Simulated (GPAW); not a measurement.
# HoO (P-6m2) in GPAW: notebook, part 4 of 4

GPAW 26.7.0. Earlier steps stand in the parts before.

### Step 5. Single point, r2SCAN+U, collinear spin, zero start

run.py

```python
from ase.dft.bandgap import bandgap
from ase.io import read, write
from ase.units import Bohr, GPa
from gpaw import GPAW, PW
from gpaw.elf import elf_from_dft_calculation

atoms = read('POSCAR')
atoms.set_initial_magnetic_moments([0.0, 0.0])

calc = GPAW(mode=PW(800),
            xc='MGGA_X_R2SCAN+MGGA_C_R2SCAN',
            kpts={'size': (7, 7, 6), 'gamma': True},
            occupations={'name': 'methfessel-paxton', 'order': 0, 'width': 0.05},
            setups={'Ho': ':f,4.0'},
            spinpol=True,
            nbands=27,
            convergence={'density': 1e-05, 'energy': 1e-05},
            maxiter=150,
            txt='gpaw.txt')
atoms.calc = calc
energy = atoms.get_potential_energy()
forces = atoms.get_forces()
stress = atoms.get_stress()
calc.write('gs.gpw')
write('result.traj', atoms)
print(f'Energy: {energy:.6f} eV')
print('Forces (eV/A):')
print(forces.round(4))
print('Stress (GPa):', (stress / GPa).round(3))
print('Moments:', calc.get_magnetic_moments().round(3))
print('Fermi level:', round(calc.get_fermi_level(), 4), 'eV')
print(f'Gap: {bandgap(calc)[0]:.4f} eV, direct: {bandgap(calc, direct=True)[0]:.4f} eV')

# fields on the real-space grid
write('density.cube', atoms, data=calc.get_pseudo_density() * Bohr**3)
write('potential.cube', atoms, data=calc.get_electrostatic_potential())
write('spin.cube', atoms, data=(calc.get_pseudo_density(spin=0) - calc.get_pseudo_density(spin=1)) * Bohr**3)
write('elf.cube', atoms, data=elf_from_dft_calculation(calc).data)
```

POSCAR

```
HoO
1.0
    3.0640300812      0.0000000000      0.0000000000
   -1.5320150406      2.6535278883      0.0000000000
    0.0000000000      0.0000000000      2.9903415500
Ho O
1 1
Direct
    0.0000000000      0.0000000000      0.0000000000
    0.6666666667      0.3333333333      0.5000000000
```

Potentials or basis: GPAW PAW data sets (gpaw-data 1.2.1), pw.

Started as:

```bash
$ OMP_NUM_THREADS=1 python run.py
```

gpaw.txt:

```text
__  _  _
 | _ |_)|_||  |
 |__||  | ||/\| - 26.7.0

Input parameters:
  mode=PW(ecut=800.0),
  convergence={'density': 1e-05, 'energy': 1e-05},
  kpts=MonkhorstPack(size=(7, 7, 6), gamma=True),
  maxiter=150,
  nbands=27,
  occupations=Occupations(name='methfessel-paxton', order=0, width=0.05),
  setups={'Ho': ':f,4.0'},
  spinpol=True,
  xc=XC(name='MGGA_X_R2SCAN+MGGA_C_R2SCAN')

Diagonalizing LCAO Hamiltonian
Converting LCAO to pw mode

            O

       Ho

Atoms  # Å, Bohr magnetons
|   | symbol |        x |        y |        z |    initial magnetic moments |
|---|--------|----------|----------|----------|-----------------------------|
| 0 |     Ho | 0.000000 | 0.000000 | 0.000000 | ( 0.0000,  0.0000,  0.0000) |
| 1 |      O | 1.532015 | 0.884509 | 1.495171 | ( 0.0000,  0.0000,  0.0000) |

Unit cell  # Å
| periodic |         x |        y |        z |  lengths |     angles |
|----------|-----------|----------|----------|----------|------------|
|      yes |  3.064030 | 0.000000 | 0.000000 | 3.064030 |  90.000000 |
|      yes | -1.532015 | 2.653528 | 0.000000 | 3.064030 |  90.000000 |
|      yes |  0.000000 | 0.000000 | 2.990342 | 2.990342 | 120.000000 |

Number of symmetries: 12
Symmetry operations  # r_c * U_cc + t_c -> r_c
|    | kind |            matrix            |
|----|------|------------------------------|
|  0 |  σ   |  1, 1, 0,  0,-1, 0,  0, 0, 1 |
|  1 |  C2  |  1, 1, 0,  0,-1, 0,  0, 0,-1 |
|  2 |  E   |  1, 0, 0,  0, 1, 0,  0, 0, 1 |
|  3 |  σ   |  1, 0, 0,  0, 1, 0,  0, 0,-1 |
|  4 |  C3  |  0, 1, 0, -1,-1, 0,  0, 0, 1 |
|  5 |  S3  |  0, 1, 0, -1,-1, 0,  0, 0,-1 |
|  6 |  σ   |  0,-1, 0, -1, 0, 0,  0, 0, 1 |
|  7 |  C2  |  0,-1, 0, -1, 0, 0,  0, 0,-1 |
|  8 |  σ   | -1, 0, 0,  1, 1, 0,  0, 0, 1 |
|  9 |  C2  | -1, 0, 0,  1, 1, 0,  0, 0,-1 |
| 10 |  C3  | -1,-1, 0,  1, 0, 0,  0, 0, 1 |
| 11 |  S3  | -1,-1, 0,  1, 0, 0,  0, 0,-1 |

BZ-sampling:
  Number of BZ points: 294
  Number of IBZ points: 32

  Monkhorst-Pack size: [7, 7, 6]
  Monkhorst-Pack shift: [0.0, 0.0, 0.08333333333333333]

K-points  # in reciprocal-cell coordinates
[... 124 lines left out ...]
- Maximum integral of absolute [dens]ity change: 1e-05 electrons / valence electron
- Maximum [total energy] change in last 3 cyles: 1e-05 eV / valence electron
- Maximum integral of absolute [eigenst]ate change: 4e-08 eV^2 / valence electron
maximum number of iterations: 150

SCF iterations
|iter     | |      energy | eigst |  dens |  magmom |
|---------|-|-------------|-------|-------|---------|
|iter:   1| |  -32.567153 | -0.06 |       |  +0.0000|
|iter:   2| |  -20.081730 | -1.07 | -0.80 |  +0.0000|
|iter:   3| |  -19.664432 | -2.53 | -1.22 |  +0.0000|
|iter:   4| |  -19.175493 | -2.06 | -1.31 |  -0.0000|
|iter:   5| |  -19.348685 | -2.54 | -1.51 |  -0.0000|
|iter:   6| |  -20.461549 | -2.72 | -1.57 |  -0.0000|
|iter:   7| |  -21.540054 | -2.74 | -1.91 |  -0.0000|
|iter:   8| |  -21.528566 | -2.75 | -1.56 |  -0.0000|
|iter:   9| |  -21.492091 | -2.85 | -1.76 |  -0.0000|
|iter:  10| |  -21.493643 | -4.37 | -2.35 |  -0.0000|
|iter:  11| |  -21.490418 | -3.96 | -2.47 |  -0.0000|
|iter:  12| |  -21.491018 | -5.27 | -3.16 |  -0.0000|
|iter:  13| |  -21.491166 | -5.26 | -3.35 |  -0.0000|
|iter:  14| |  -21.491141c| -6.49 | -3.84 |  -0.0002|
|iter:  15| |  -21.491146c| -7.82c| -3.80 |  -0.0003|
|iter:  16| |  -21.491148c| -7.35 | -3.65 |  -0.0002|
|iter:  17| |  -21.491144c| -7.56c| -3.83 |  +0.0000|
|iter:  18| |  -21.491145c| -7.92c| -4.84 |  -0.0000|
|iter:  19| |  -21.491147c| -8.10c| -4.89 |  -0.0000|
|iter:  20| |  -21.491147c| -7.67c| -4.62 |  -0.0000|
|iter:  21| |  -21.491147c| -8.19c| -4.85 |  +0.0000|
|iter:  22| |  -21.491147c| -8.26c| -5.40c|  -0.0000|

Converged in 22 steps
Energy contributions relative to reference atoms: (reference = -345347.811813)

Energy contributions:
  Kinetic:          -8.799184
  Coulomb:          14.096439
  Zero:              0.210060
  External:          0.000000
  Xc:              -26.991709
  Entropy:          -0.013506
  Spinorbit:         0.000000
  ----------------------------
  Free energy:     -21.497900
  Extrapolated:    -21.491147

dipole moment: (-7.618461, -13.469030, -15.101616)  # |e|*Ang

Total magnetic moment: (0.000000, 0.000000, -0.000001)

Local magnetic moments
|        x |        y |        z |
|----------|----------|----------|
| 0.000000 | 0.000000 | 0.000000 |  # Ho   0
| 0.000000 | 0.000000 | 0.000000 |  # O    1

Fermi level: 14.603
Eigenvalues  # (at kpt = [0.000, 0.000, 0.000])
| band index |      eig [eV] | occ [0-1] |      eig [eV] | occ [0-1] |
|------------|---------------|-----------|---------------|-----------|
|          0 |       -34.345 |     1.000 |       -34.345 |     1.000 |
|        ... |               |           |               |           |
|          7 |         9.304 |     1.000 |         9.304 |     1.000 |
|          8 |        11.460 |     1.000 |        11.460 |     1.000 |
|          9 |        12.099 |     1.000 |        12.099 |     1.000 |
|         10 |        12.210 |     1.000 |        12.210 |     1.000 |
|         11 |        12.210 |     1.000 |        12.210 |     1.000 |
|         12 |        12.390 |     1.000 |        12.390 |     1.000 |
[... 8 lines left out ...]
|         21 |        28.380 |     0.000 |        28.380 |     0.000 |
|         22 |        32.406 |     0.000 |        32.406 |     0.000 |
|        ... |               |           |               |           |
|         26 |        38.271 |     0.000 |        38.271 |     0.000 |

No gap
No difference between direct/indirect transitions

Forces  # eV/Ang
|        x |       y |       z |
|----------|---------|---------|
| -0.00000 | 0.00000 | 0.00000 |  # Ho   0
|  0.00000 | 0.00000 | 0.00000 |  # O    1

Stress tensor  # eV/Ang^3
|         x |         y |         z |
|-----------|-----------|-----------|
| -0.213322 |  0.000000 |  0.000000 |
|  0.000000 | -0.213322 |  0.000000 |
|  0.000000 |  0.000000 | -0.139884 |

# Writing to gs.gpw (mode='')
```

Wall time 3 min (1 thread of Arm Neoverse V1, shared host); peak memory 0.98 GiB.

Results:

- Free energy: -21.4979 eV
- Pressure: 30.3 GPa
- Band gap on the k mesh: none (metal or under the smearing width)
- Net moment: 0.00 μB per cell

Stress tensor (GPa, compression positive):
```
34.18  0.00  0.00
 0.00 34.18  0.00
 0.00  0.00 22.41
```

Caveat: one-centre terms of the f shell are cut off; the magnetic or orbital state may not be the lowest; the run has no moments, though such compounds are often magnetic; a magnetic state may lie lower; a pressure of tens of GPa on the cell as given is suspect, and the run, the potentials or the cell itself is likely at fault; the PAW data sets were made with another functional, which shifts forces and pressure a little; spin-orbit coupling is left out, which moves the levels of the heavy elements.

### Step 6. Single point, r2SCAN+U, collinear spin, ferromagnetic start

run.py

```python
from ase.dft.bandgap import bandgap
from ase.io import read, write
from ase.units import GPa
from gpaw import GPAW, PW

atoms = read('POSCAR')
atoms.set_initial_magnetic_moments([2.0, 0.0])

calc = GPAW(mode=PW(800),
            xc='MGGA_X_R2SCAN+MGGA_C_R2SCAN',
            kpts={'size': (7, 7, 6), 'gamma': True},
            occupations={'name': 'methfessel-paxton', 'order': 0, 'width': 0.05, 'fixmagmom': True},
            setups={'Ho': ':f,2.0'},
            nbands=27,
            convergence={'density': 1e-05, 'energy': 1e-05},
            maxiter=150,
            txt='gpaw.txt')
atoms.calc = calc
energy = atoms.get_potential_energy()
forces = atoms.get_forces()
stress = atoms.get_stress()
calc.write('gs.gpw')
write('result.traj', atoms)
print(f'Energy: {energy:.6f} eV')
print('Forces (eV/A):')
print(forces.round(4))
print('Stress (GPa):', (stress / GPa).round(3))
print('Moments:', calc.get_magnetic_moments().round(3))
print('Fermi levels:', calc.get_fermi_levels().round(4), 'eV')
```

POSCAR is that of step 5.

Potentials or basis: GPAW PAW data sets (gpaw-data 1.2.1), pw.

Started as:

```bash
$ OMP_NUM_THREADS=1 python run.py
```

Wall time 2.5 min (1 thread of Arm Neoverse V1, shared host); peak memory 0.98 GiB.

Results (log left out):

- Free energy: -24.8767 eV
- Pressure: 31.5 GPa
- Net moment: 2.00 μB per cell
- Site moments: Ho +2.26; O -0.01 μB

Stress tensor (GPa, compression positive):
```
34.72  0.00  0.00
 0.00 34.72  0.00
 0.00  0.00 25.00
```

Caveat: one-centre terms of the f shell are cut off; the gap line of the log is wrong at fixed moment; the magnetic or orbital state may not be the lowest; a pressure of tens of GPa on the cell as given is suspect, and the run, the potentials or the cell itself is likely at fault; the PAW data sets were made with another functional, which shifts forces and pressure a little; spin-orbit coupling is left out, which moves the levels of the heavy elements; the total moment is fixed, so each spin has its own Fermi level. The state reached can hang on the start; a lower one may exist.

### Step 7. Overview

```csv
task,spin,U,fixed moment (μB),cutoff (eV),maxiter,start of the occupation matrix,convergence,random start of the orbitals,symmetry,gap on the mesh (eV),pressure (GPa),moment (μB)
single point from a typed occupation,"collinear, random start",Ho f U = 5 eV,-2.08,600,120,atoms,density=0.0001 energy=1e-05,-,-,-,31.0,2.08
single point from a typed occupation,"collinear, ferromagnetic start",Ho f U = 10 eV,-,600,120,atoms,density=0.0001 energy=1e-05,-,-,none,28.2,4.61
single point from a typed occupation,"collinear, random start",Ho f U = 5 eV,-,600,120,atoms,density=0.0001 energy=1e-05,yes,point_group=False,none,27.0,3.54
single point,"collinear, zero start",Ho f U = 4 eV,-,800,150,-,-,-,-,none,30.3,0.00
single point,"collinear, ferromagnetic start",Ho f U = 2 eV,2.0,800,150,-,-,-,-,-,31.5,2.00
```

Alike in all rows: level r2SCAN+U; potentials or basis GPAW PAW data sets (gpaw-data 1.2.1), pw; cell as given; k mesh 7 × 7 × 6; smearing gaussian 0.05 eV.

Every run on the cell as given and a fine mesh finds a metal.

Caveats: one-centre terms of the f shell are cut off; the magnetic or orbital state may not be the lowest; the PAW data sets were made with another functional, which shifts forces and pressure a little; spin-orbit coupling is left out, which moves the levels of the heavy elements; a pressure of tens of GPa on the cell as given is suspect, and the run, the potentials or the cell itself is likely at fault (some runs); the cutoff is short for stress and forces, so pressures can be off by a GPa or more (some runs); the total moment is fixed, so each spin has its own Fermi level (some runs).

Total energies depend on the potentials used, so only differences within one code and one set of settings carry meaning.
